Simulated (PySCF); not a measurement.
**[IrS3]-: triplet, from a trigonal pyramidal start**

Aim: relax [IrS3]- as a triplet from a hand-made trigonal pyramidal geometry, check by its vibrations whether the end is a minimum, and collect its spectrum and constants.

Program: PySCF 2.14.0. Level of theory: PBE0, basis Ir def2-SVPD with ECP60, S def2-SVPD, scalar-relativistic core potentials, no spin–orbit coupling, density fitting. These are calculated values, not measurements.

**1. The system as given**

4 atoms, charge -1, spin multiplicity 3.

Bond lengths: Ir1–S2 2.090 Å, Ir1–S3 2.090 Å, Ir1–S4 2.090 Å. Angles: S2–Ir1–S3 99.8°, S2–Ir1–S4 99.8°, S3–Ir1–S4 99.8°.

```xyz
4
charge -1 multiplicity 3
Ir    0.0000    0.0000   -0.3258
S     1.8454    0.0000    0.6554
S    -0.9227    1.5981    0.6554
S    -0.9227   -1.5981    0.6554
```

**2. Relaxing the triplet from the trigonal pyramidal start**

The steps below are one call of a driver around PySCF. For each, scf.py gives the equivalent set-up of the SCF; relaxations use the driver's own optimiser. Before each start the driver seeks the lowest SCF state from one or more starting densities and follows internal instabilities, so scf.py alone need not reach the same state.

The program finds C3v symmetry in the start, which this walk keeps. The walk stops when the largest gradient is under 0.0003 Eh/bohr and the energy has settled too.

scf.py

```python
from pyscf import gto, scf, dft
mol = gto.M(atom='''
Ir     0.000000    -0.000000    -0.325787
S      1.845363     0.000032     0.655413
S     -0.922709     1.598116     0.655413
S     -0.922654    -1.598147     0.655413''',
    basis={'Ir': 'def2-SVPD', 'S': 'def2-SVPD'},
    ecp={'Ir': 'def2-SVPD'},
    charge=-1, spin=2)
mf = dft.UKS(mol, xc='PBE0')
mf.grids.atom_grid = (50, 194)
aux = {'Ir': 'def2-universal-JKFIT', 'S': 'def2-universal-JKFIT'}
mf = mf.density_fit(auxbasis=aux)
mf.kernel()
```

After this run come: Vibrations and properties at this point.

Q: Predict the outcome of this session. Wanted: minimum; geometry; wavenumbers; dipole moment; highest occupied, lowest empty level; polar-tensor charge of Ir1; zero-point energy; ⟨S²⟩.

**Answer**, as computed:

| quantity | value |
| --- | --- |
| minimum | triplet, D3h |
| geometry | Ir–S 2.127 Å (×3); S–Ir–S 120.0° (×3) |
| wavenumbers (cm⁻¹) | 109 (a2''), 150 (e'), 487 (e'), 491 (a1') |
| dipole moment (centre of mass) | 0.00 D |
| highest occupied, lowest empty level (either spin) | -2.05, 0.92 eV |
| polar-tensor charge of Ir1 | +0.48 e |
| zero-point energy | 11.2 kJ/mol |
| entropy at 298.15 K | 337.0 J/(mol K) |
| ⟨S²⟩ | 2.015 |

What this shows: From C3v at the start the molecule goes to a D3h minimum. In the infrared the band at 487 cm⁻¹ (e', stretch) leads. Only this shape and spin were tried, so other structures or states may lie lower. One determinant may miss the lowest occupation of an open d or f shell. A two-component treatment could change these values noticeably.
